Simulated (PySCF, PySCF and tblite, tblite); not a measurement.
# C9H11F: conformers and averaged spectra, part 2 of 3

PySCF and tblite. Atoms count from 0.

## 4. Shieldings, conformer 1: KT3/pcSseg-1 in water

The job: settings as JSON, then the geometry in Å.

```
{"job": {"xc": "KT3", "basis": "pcSseg-1", "solvent": "water", "kind": "nmr", "pop": true}, "charge": 0, "multiplicity": 1}
C      3.822002    -0.261654     0.207797
C      2.662654    -0.088458    -0.053516
C      1.290600     0.064936    -0.361150
C      0.740107     1.278886    -0.411097
C     -0.703731     1.515216    -0.714018
F     -0.926033     2.880963    -0.782401
C     -1.644843     0.923164     0.339195
C     -1.848008    -0.580307     0.174400
C     -0.595027    -1.415614     0.434834
C      0.513274    -1.203136    -0.602466
H      4.837341    -0.395065     0.435168
H      1.327184     2.164092    -0.216651
H     -0.969298     1.127564    -1.710432
H     -2.608663     1.427939     0.238153
H     -1.252001     1.144350     1.333770
H     -2.211841    -0.785916    -0.835990
H     -2.626167    -0.896740     0.872903
H     -0.204364    -1.192659     1.430188
H     -0.882844    -2.469648     0.421618
H      0.068317    -1.171877    -1.601497
H      1.202421    -2.049095    -0.568946
```

The program printed:

```text
coarse grid: 17680 points
cycle   1  E = -456.0541564052  dE =  1.140e+00  |g| = 7.938e-01  |ddm| = 4.401e+00
cycle   2  E = -455.9222617720  dE =  1.319e-01  |g| = 1.172e+00  |ddm| = 2.233e+00
cycle   3  E = -456.1837179717  dE = -2.615e-01  |g| = 1.696e-01  |ddm| = 1.527e+00
cycle   4  E = -456.1891202599  dE = -5.402e-03  |g| = 6.467e-02  |ddm| = 2.193e-01
cycle   5  E = -456.1900427865  dE = -9.225e-04  |g| = 2.430e-02  |ddm| = 8.134e-02
cycle   6  E = -456.1902003674  dE = -1.576e-04  |g| = 7.054e-03  |ddm| = 3.335e-02
cycle   7  E = -456.1902125568  dE = -1.219e-05  |g| = 2.304e-03  |ddm| = 1.008e-02
cycle   8  E = -456.1902137265  dE = -1.170e-06  |g| = 7.386e-04  |ddm| = 2.669e-03
final grid: 171568 points
cycle   9  E = -456.2301146863  dE = -3.376e-04  |g| = 2.311e-02  |ddm| = 1.768e-01
cycle  10  E = -456.2299521823  dE =  1.625e-04  |g| = 3.992e-02  |ddm| = 6.575e-02
cycle  11  E = -456.2301901718  dE = -2.380e-04  |g| = 2.315e-03  |ddm| = 4.504e-02
cycle  12  E = -456.2301912472  dE = -1.075e-06  |g| = 1.081e-03  |ddm| = 3.187e-03
cycle  13  E = -456.2301915225  dE = -2.752e-07  |g| = 4.343e-04  |ddm| = 1.416e-03
cycle  14  E = -456.2301915685  dE = -4.602e-08  |g| = 8.567e-05  |ddm| = 4.391e-04
cycle  15  E = -456.2301915695  dE = -1.034e-09  |g| = 5.865e-05  |ddm| = 1.181e-04
cycle  16  E = -456.2301915704  dE = -9.137e-10  |g| = 1.245e-05  |ddm| = 5.460e-05
converged SCF energy = -456.2301915704

GIAO shielding tensors (ppm)
atom      isotropic    diamagn.    paramagn.     s11        s22        s33       span
  0 C      108.896     254.956    -146.060     60.629     62.837    203.222    142.593
  1 C      101.027     246.149    -145.122     -2.378     14.480    290.980    293.358
  2 C       65.652     262.527    -196.875    -26.440     68.245    155.150    181.590
  3 C       40.140     249.528    -209.388    -61.267     56.078    125.609    186.876
  4 C       87.649     247.196    -159.547     54.504     75.435    133.008     78.504
  5 F      363.593     473.015    -109.422    304.288    384.899    401.593     97.305
  6 C      146.063     247.890    -101.827    133.389    144.972    159.829     26.439
  7 C      150.863     248.162     -97.299    144.441    148.144    160.004     15.563
  8 C      153.819     247.369     -93.550    145.634    152.905    162.919     17.285
  9 C      145.523     247.242    -101.719    131.400    145.895    159.274     27.874
 10 H       28.536      35.076      -6.540     24.554     24.600     36.454     11.900
 11 H       24.863      32.065      -7.202     22.049     24.365     28.176      6.127
 12 H       25.854      30.276      -4.422     22.491     26.177     28.894      6.403
 13 H       29.637      28.690       0.947     25.238     28.790     34.882      9.644
 14 H       29.975      30.817      -0.843     28.014     28.639     33.271      5.257
 15 H       29.913      30.444      -0.531     26.577     28.837     34.326      7.749
 16 H       29.538      28.503       1.035     24.372     28.271     35.972     11.600
 17 H       30.462      31.196      -0.733     27.197     29.637     34.553      7.355
 18 H       29.933      29.311       0.622     24.726     28.833     36.240     11.514
 19 H       29.244      30.248      -1.004     27.327     28.006     32.400      5.073
 20 H       29.271      30.104      -0.833     24.291     29.275     34.245      9.954
```

It took 51 s on 1 thread of Intel Xeon Platinum 8488C, shared host; peak memory 1 GiB.

This run: HOMO -5.78 eV, LUMO -1.73 eV; dipole 2.60 D.

The fields below are evaluated on a grid from the run's orbitals.

Frontier orbitals at KT3/pcSseg-1, with the share of their density that lies nearest to each atom:

| orbital | energy (eV) | lies on |
| --- | --- | --- |
| HOMO | -5.78 | C0, C3 about 25 % each; C2 18 %; C1 9 % |
| LUMO | -1.73 | C3 29 %; C0, C2 about 18 % each; C1 9 % |

ELF in a plane through or near 9 of the atoms.

Ten even steps from ' ' (0.00) to '@' (1.00):
```
                                                        
                                                        
                                                        
                      ::..    ====::                    
                    ==@@@@  ..##%%**..                  
                    **@@@@::  **%%**..                  
            ::--..  ::@@@@**::::::    ----              
          ::++****--  ==++++##++##==@@@@@@..            
      ::%%%%**%%%%**++++%%**--++**::@@@@@@::            
      %%@@@@--..==--%%++##--  ::++==**##==              
      **@@@@****%%****++++    ::%%%%--                  
        --==++##**==  ..::++++##==::%%##..              
            ::==::    ..::**==--##%%@@@@**              
                    ....  ==**##::--%%%%--              
                          ##@@@@++  ....                
                          ##@@@@##                      
                          --%%%%::                      
                                                        
                                                        
                                                        
```
The map spans 14.9 Å across and 10.8 Å up, centred on the molecule. Atoms in the plane (x, y in Å): C0 (-3.8, 0.2), C1 (-2.7, 0.3), C6 (1.8, 0.6), C7 (1.8, -0.9), C8 (0.4, -1.5), H10 (-4.8, 0.2), H11 (-1.0, 2.3), H13 (2.8, 1.0), H18 (0.5, -2.6).

On the surface of density 0.002 e/bohr³ the electrostatic potential runs, from the 1st to the 99th percentile, from -1.10 V near F5 to 1.30 V near H10.

## 5. Single-point energy, conformer 1: B3LYP/def2-SVP in water

The job, as its differences from that of step 4:

```diff
@@ -1,2 +1,2 @@
-{"job": {"xc": "KT3", "basis": "pcSseg-1", "solvent": "water", "kind": "nmr", "pop": true}, "charge": 0, "multiplicity": 1}
+{"job": {"xc": "B3LYP", "basis": "def2-SVP", "solvent": "water", "kind": "sp"}, "charge": 0, "multiplicity": 1}
 C      3.822002    -0.261654     0.207797
```

The program printed:

```text
coarse grid: 17680 points
cycle   1  E = -448.8384923811  dE =  1.274e+00  |g| = 6.295e-01  |ddm| = 5.121e+00
cycle   2  E = -448.8090508376  dE =  2.944e-02  |g| = 7.771e-01  |ddm| = 1.821e+00
cycle   3  E = -448.9227682766  dE = -1.137e-01  |g| = 9.996e-02  |ddm| = 1.078e+00
cycle   4  E = -448.9245794384  dE = -1.811e-03  |g| = 3.995e-02  |ddm| = 1.482e-01
cycle   5  E = -448.9249273213  dE = -3.479e-04  |g| = 1.389e-02  |ddm| = 5.418e-02
cycle   6  E = -448.9249745020  dE = -4.718e-05  |g| = 4.337e-03  |ddm| = 1.770e-02
cycle   7  E = -448.9249787579  dE = -4.256e-06  |g| = 1.560e-03  |ddm| = 5.293e-03
final grid: 171568 points
cycle   8  E = -449.0139302629  dE = -7.322e-05  |g| = 7.971e-03  |ddm| = 7.052e-02
cycle   9  E = -449.0139145642  dE =  1.570e-05  |g| = 1.171e-02  |ddm| = 2.101e-02
cycle  10  E = -449.0139448499  dE = -3.029e-05  |g| = 1.634e-03  |ddm| = 1.325e-02
cycle  11  E = -449.0139454720  dE = -6.222e-07  |g| = 5.445e-04  |ddm| = 1.951e-03
cycle  12  E = -449.0139455421  dE = -7.010e-08  |g| = 1.422e-04  |ddm| = 7.359e-04
cycle  13  E = -449.0139455458  dE = -3.652e-09  |g| = 5.414e-05  |ddm| = 1.916e-04
cycle  14  E = -449.0139455464  dE = -6.372e-10  |g| = 1.532e-05  |ddm| = 7.052e-05
converged SCF energy = -449.0139455464
```

It took 18 s on 1 thread of Intel Xeon Platinum 8488C, shared host; peak memory 0.83 GiB.

Key values: HOMO -6.49 eV, LUMO -0.90 eV; dipole 2.50 D.

## 6. Shieldings, conformer 2: KT3/pcSseg-1 in water

The job: settings as JSON, then the geometry in Å.

```
{"job": {"xc": "KT3", "basis": "pcSseg-1", "solvent": "water", "kind": "nmr", "pop": false}, "charge": 0, "multiplicity": 1}
C      3.811447    -0.795302    -0.191373
C      2.643684    -0.552744    -0.053482
C      1.260975    -0.260705     0.063352
C      0.684086    -0.343610     1.264157
C     -0.761472    -0.120356     1.580923
F     -1.059161    -0.841770     2.731257
C     -1.705014    -0.569721     0.467616
C     -1.863792     0.490778    -0.620854
C     -0.544644     1.147496    -1.029918
C      0.595737     0.148442    -1.226400
H      4.832765    -1.011211    -0.294911
H      1.282249    -0.631334     2.118135
H     -0.956894     0.928212     1.855281
H     -2.679357    -0.784445     0.911753
H     -1.323536    -1.501056     0.045404
H     -2.546095     1.269766    -0.273225
H     -2.320182     0.019292    -1.493955
H     -0.706471     1.691556    -1.963219
H     -0.240969     1.878974    -0.278201
H      1.360590     0.595724    -1.866778
H      0.227135    -0.741042    -1.746034
```

The program printed:

```text
coarse grid: 17680 points
cycle   1  E = -456.0512464341  dE =  1.140e+00  |g| = 7.952e-01  |ddm| = 4.418e+00
cycle   2  E = -455.9183088333  dE =  1.329e-01  |g| = 1.179e+00  |ddm| = 2.120e+00
cycle   3  E = -456.1815193019  dE = -2.632e-01  |g| = 1.617e-01  |ddm| = 1.431e+00
cycle   4  E = -456.1863173215  dE = -4.798e-03  |g| = 5.870e-02  |ddm| = 2.016e-01
cycle   5  E = -456.1870196976  dE = -7.024e-04  |g| = 2.366e-02  |ddm| = 7.534e-02
cycle   6  E = -456.1871662446  dE = -1.465e-04  |g| = 7.593e-03  |ddm| = 3.145e-02
cycle   7  E = -456.1871808936  dE = -1.465e-05  |g| = 2.478e-03  |ddm| = 1.039e-02
cycle   8  E = -456.1871822378  dE = -1.344e-06  |g| = 8.466e-04  |ddm| = 2.798e-03
final grid: 171568 points
cycle   9  E = -456.2273708478  dE = -3.708e-04  |g| = 2.221e-02  |ddm| = 1.905e-01
cycle  10  E = -456.2272152694  dE =  1.556e-04  |g| = 3.868e-02  |ddm| = 5.724e-02
cycle  11  E = -456.2274401967  dE = -2.249e-04  |g| = 2.477e-03  |ddm| = 3.949e-02
cycle  12  E = -456.2274413830  dE = -1.186e-06  |g| = 1.248e-03  |ddm| = 3.229e-03
cycle  13  E = -456.2274417375  dE = -3.545e-07  |g| = 4.600e-04  |ddm| = 1.442e-03
cycle  14  E = -456.2274417881  dE = -5.057e-08  |g| = 1.228e-04  |ddm| = 4.981e-04
cycle  15  E = -456.2274417914  dE = -3.232e-09  |g| = 5.892e-05  |ddm| = 1.540e-04
cycle  16  E = -456.2274417923  dE = -9.064e-10  |g| = 1.234e-05  |ddm| = 5.724e-05
converged SCF energy = -456.2274417923

GIAO shielding tensors (ppm)
atom      isotropic    diamagn.    paramagn.     s11        s22        s33       span
  0 C      110.164     255.029    -144.866     59.653     63.538    207.299    147.646
  1 C      100.830     245.378    -144.548     -2.444     13.270    291.664    294.108
  2 C       63.290     262.231    -198.941    -22.175     64.516    147.528    169.703
  3 C       44.041     249.416    -205.375    -49.617     56.395    125.344    174.960
  4 C       91.148     247.137    -155.989     58.761     78.826    135.858     77.097
  5 F      357.623     473.891    -116.268    271.489    395.375    406.005    134.516
  6 C      147.452     249.424    -101.972    120.491    154.302    167.563     47.072
  7 C      156.353     247.217     -90.863    149.218    157.032    162.810     13.591
  8 C      153.917     249.034     -95.117    141.028    155.262    165.462     24.434
  9 C      148.240     248.086     -99.846    136.712    141.446    166.564     29.852
 10 H       28.649      34.984      -6.335     24.561     24.593     36.792     12.231
 11 H       25.032      31.546      -6.514     22.439     24.263     28.395      5.956
 12 H       25.867      30.137      -4.270     21.978     26.945     28.678      6.699
 13 H       29.499      28.751       0.748     24.597     28.784     35.115     10.518
 14 H       29.538      31.542      -2.003     27.918     28.338     32.359      4.441
 15 H       29.815      28.903       0.912     25.069     28.091     36.285     11.215
 16 H       30.011      29.056       0.955     25.476     28.246     36.312     10.836
 17 H       29.739      29.220       0.519     24.115     28.667     36.436     12.322
 18 H       30.150      31.803      -1.653     27.401     28.882     34.168      6.767
 19 H       29.232      29.858      -0.626     23.589     29.879     34.227     10.638
 20 H       29.172      30.288      -1.116     26.322     28.119     33.075      6.753
```

Wall time 40 s (1 thread of Intel Xeon Platinum 8488C, shared host); peak memory 1 GiB.

This run: HOMO -5.89 eV, LUMO -1.71 eV; dipole 2.72 D.

## 7. Single-point energy, conformer 2: B3LYP/def2-SVP in water

The job, as its differences from that of step 6:

```diff
@@ -1,2 +1,2 @@
-{"job": {"xc": "KT3", "basis": "pcSseg-1", "solvent": "water", "kind": "nmr", "pop": false}, "charge": 0, "multiplicity": 1}
+{"job": {"xc": "B3LYP", "basis": "def2-SVP", "solvent": "water", "kind": "sp"}, "charge": 0, "multiplicity": 1}
 C      3.811447    -0.795302    -0.191373
```

The program printed:

```text
coarse grid: 17680 points
cycle   1  E = -448.8351375878  dE =  1.275e+00  |g| = 6.310e-01  |ddm| = 5.127e+00
cycle   2  E = -448.8053507365  dE =  2.979e-02  |g| = 7.811e-01  |ddm| = 1.762e+00
cycle   3  E = -448.9196409917  dE = -1.143e-01  |g| = 9.733e-02  |ddm| = 1.038e+00
cycle   4  E = -448.9213259142  dE = -1.685e-03  |g| = 3.912e-02  |ddm| = 1.438e-01
cycle   5  E = -448.9216503720  dE = -3.245e-04  |g| = 1.434e-02  |ddm| = 5.416e-02
cycle   6  E = -448.9216990693  dE = -4.870e-05  |g| = 4.909e-03  |ddm| = 1.765e-02
cycle   7  E = -448.9217045746  dE = -5.505e-06  |g| = 1.610e-03  |ddm| = 5.752e-03
final grid: 171568 points
cycle   8  E = -449.0109697268  dE = -7.980e-05  |g| = 8.387e-03  |ddm| = 8.068e-02
cycle   9  E = -449.0109532921  dE =  1.643e-05  |g| = 1.226e-02  |ddm| = 2.237e-02
cycle  10  E = -449.0109855545  dE = -3.226e-05  |g| = 1.575e-03  |ddm| = 1.404e-02
cycle  11  E = -449.0109860947  dE = -5.402e-07  |g| = 6.247e-04  |ddm| = 2.041e-03
cycle  12  E = -449.0109861893  dE = -9.468e-08  |g| = 1.392e-04  |ddm| = 7.794e-04
cycle  13  E = -449.0109861929  dE = -3.518e-09  |g| = 5.856e-05  |ddm| = 1.835e-04
cycle  14  E = -449.0109861936  dE = -7.774e-10  |g| = 1.624e-05  |ddm| = 7.430e-05
converged SCF energy = -449.0109861936
```

It took 20 s on 1 thread of Intel Xeon Platinum 8488C, shared host; peak memory 0.85 GiB.

Key values: HOMO -6.60 eV, LUMO -0.88 eV; dipole 2.62 D.

## 8. Shieldings, conformer 3: KT3/pcSseg-1 in water

The job: settings as JSON, then the geometry in Å.

```
{"job": {"xc": "KT3", "basis": "pcSseg-1", "solvent": "water", "kind": "nmr", "pop": false}, "charge": 0, "multiplicity": 1}
C      3.722308    -0.037575    -1.081679
C      2.613764     0.072659    -0.633090
C      1.305154     0.151997    -0.099820
C      0.701054     1.337924     0.009423
C     -0.674787     1.540022     0.572578
F     -0.721656     1.107927     1.895246
C     -1.776406     0.829454    -0.223012
C     -1.823074    -0.682003    -0.001004
C     -0.600202    -1.439680    -0.513813
C      0.670466    -1.154733     0.293142
H      4.691890    -0.119084    -1.474074
H      1.219443     2.230953    -0.308999
H     -0.893037     2.615156     0.620206
H     -1.623977     1.054505    -1.280514
H     -2.739514     1.247970     0.078953
H     -2.711827    -1.067859    -0.506722
H     -1.941057    -0.875980     1.067246
H     -0.814935    -2.509173    -0.452064
H     -0.426785    -1.197265    -1.565480
H      1.391165    -1.958975     0.132267
H      0.423092    -1.129299     1.356900
```

The program printed:

```text
coarse grid: 17680 points
cycle   1  E = -456.0533354628  dE =  1.131e+00  |g| = 7.957e-01  |ddm| = 4.409e+00
cycle   2  E = -455.9076584194  dE =  1.457e-01  |g| = 1.207e+00  |ddm| = 1.931e+00
cycle   3  E = -456.1844771453  dE = -2.768e-01  |g| = 1.675e-01  |ddm| = 1.286e+00
cycle   4  E = -456.1896818338  dE = -5.205e-03  |g| = 5.138e-02  |ddm| = 1.948e-01
cycle   5  E = -456.1901479525  dE = -4.661e-04  |g| = 2.244e-02  |ddm| = 6.585e-02
cycle   6  E = -456.1902647601  dE = -1.168e-04  |g| = 9.307e-03  |ddm| = 3.024e-02
cycle   7  E = -456.1902880633  dE = -2.330e-05  |g| = 2.418e-03  |ddm| = 1.081e-02
cycle   8  E = -456.1902893674  dE = -1.304e-06  |g| = 6.597e-04  |ddm| = 2.695e-03
final grid: 171568 points
cycle   9  E = -456.2283033498  dE = -3.122e-04  |g| = 2.350e-02  |ddm| = 1.672e-01
cycle  10  E = -456.2281124883  dE =  1.909e-04  |g| = 4.194e-02  |ddm| = 5.033e-02
cycle  11  E = -456.2283806327  dE = -2.681e-04  |g| = 3.187e-03  |ddm| = 3.519e-02
cycle  12  E = -456.2283829513  dE = -2.319e-06  |g| = 1.376e-03  |ddm| = 3.725e-03
cycle  13  E = -456.2283833939  dE = -4.426e-07  |g| = 3.741e-04  |ddm| = 1.241e-03
cycle  14  E = -456.2283834281  dE = -3.414e-08  |g| = 1.143e-04  |ddm| = 4.662e-04
cycle  15  E = -456.2283834309  dE = -2.859e-09  |g| = 4.832e-05  |ddm| = 1.467e-04
cycle  16  E = -456.2283834315  dE = -5.822e-10  |g| = 1.188e-05  |ddm| = 5.051e-05
converged SCF energy = -456.2283834315

GIAO shielding tensors (ppm)
atom      isotropic    diamagn.    paramagn.     s11        s22        s33       span
  0 C      105.760     254.752    -148.991     58.820     61.753    196.708    137.888
  1 C      100.517     245.813    -145.296     -2.995     14.134    290.412    293.407
  2 C       56.070     260.866    -204.796    -42.744     62.084    148.871    191.616
  3 C       47.291     251.749    -204.458    -58.965     60.636    140.203    199.168
  4 C       92.691     242.454    -149.763     62.833     80.844    134.395     71.561
  5 F      376.672     478.374    -101.702    319.582    394.761    415.672     96.090
  6 C      148.744     249.301    -100.557    139.711    147.347    159.173     19.462
  7 C      152.308     247.101     -94.793    137.481    146.565    172.880     35.399
  8 C      151.504     246.751     -95.247    145.044    152.189    157.279     12.236
  9 C      145.883     246.502    -100.619    132.819    144.394    160.436     27.618
 10 H       28.342      34.973      -6.631     24.503     24.565     35.958     11.454
 11 H       25.000      31.832      -6.832     22.921     24.131     27.949      5.029
 12 H       26.187      28.612      -2.425     23.492     24.469     30.599      7.107
 13 H       30.013      30.612      -0.599     27.635     28.043     34.362      6.727
 14 H       29.489      28.520       0.969     24.986     27.835     35.646     10.660
 15 H       29.728      28.416       1.311     24.168     28.473     36.542     12.374
 16 H       29.305      30.570      -1.264     26.479     28.560     32.877      6.398
 17 H       29.806      29.054       0.752     24.592     28.749     36.078     11.486
 18 H       30.159      30.665      -0.506     26.896     29.575     34.005      7.109
 19 H       29.349      29.871      -0.522     24.440     29.297     34.309      9.869
 20 H       28.658      30.151      -1.493     26.469     28.417     31.089      4.619
```

Wall time 38 s (1 thread of Intel Xeon Platinum 8488C, shared host); peak memory 1 GiB.

Key values: HOMO -5.90 eV, LUMO -1.96 eV; dipole 1.99 D.

## 9. Single-point energy, conformer 3: B3LYP/def2-SVP in water

The job, as its differences from that of step 8:

```diff
@@ -1,2 +1,2 @@
-{"job": {"xc": "KT3", "basis": "pcSseg-1", "solvent": "water", "kind": "nmr", "pop": false}, "charge": 0, "multiplicity": 1}
+{"job": {"xc": "B3LYP", "basis": "def2-SVP", "solvent": "water", "kind": "sp"}, "charge": 0, "multiplicity": 1}
 C      3.722308    -0.037575    -1.081679
```

The program printed:

```text
coarse grid: 17680 points
cycle   1  E = -448.8388092187  dE =  1.262e+00  |g| = 6.252e-01  |ddm| = 5.141e+00
cycle   2  E = -448.8077902412  dE =  3.102e-02  |g| = 7.807e-01  |ddm| = 1.485e+00
cycle   3  E = -448.9226106882  dE = -1.148e-01  |g| = 9.750e-02  |ddm| = 8.377e-01
cycle   4  E = -448.9242940325  dE = -1.683e-03  |g| = 3.592e-02  |ddm| = 1.293e-01
cycle   5  E = -448.9245517308  dE = -2.577e-04  |g| = 1.368e-02  |ddm| = 4.852e-02
cycle   6  E = -448.9245944445  dE = -4.271e-05  |g| = 5.097e-03  |ddm| = 1.760e-02
cycle   7  E = -448.9246007832  dE = -6.339e-06  |g| = 1.426e-03  |ddm| = 5.634e-03
final grid: 171568 points
cycle   8  E = -449.0121270727  dE = -6.503e-05  |g| = 7.676e-03  |ddm| = 6.085e-02
cycle   9  E = -449.0121144788  dE =  1.259e-05  |g| = 1.103e-02  |ddm| = 1.894e-02
cycle  10  E = -449.0121407115  dE = -2.623e-05  |g| = 1.348e-03  |ddm| = 1.145e-02
cycle  11  E = -449.0121411036  dE = -3.921e-07  |g| = 5.371e-04  |ddm| = 1.710e-03
cycle  12  E = -449.0121411733  dE = -6.970e-08  |g| = 1.318e-04  |ddm| = 6.066e-04
cycle  13  E = -449.0121411765  dE = -3.201e-09  |g| = 5.033e-05  |ddm| = 1.590e-04
cycle  14  E = -449.0121411771  dE = -5.512e-10  |g| = 1.404e-05  |ddm| = 6.598e-05
converged SCF energy = -449.0121411771
```

Run time: 18 s. Hardware: 1 thread of Intel Xeon Platinum 8488C, shared host; peak memory 0.84 GiB.

In short: HOMO -6.61 eV, LUMO -1.11 eV; dipole 1.93 D.

(Continued in part 3 of 3.)
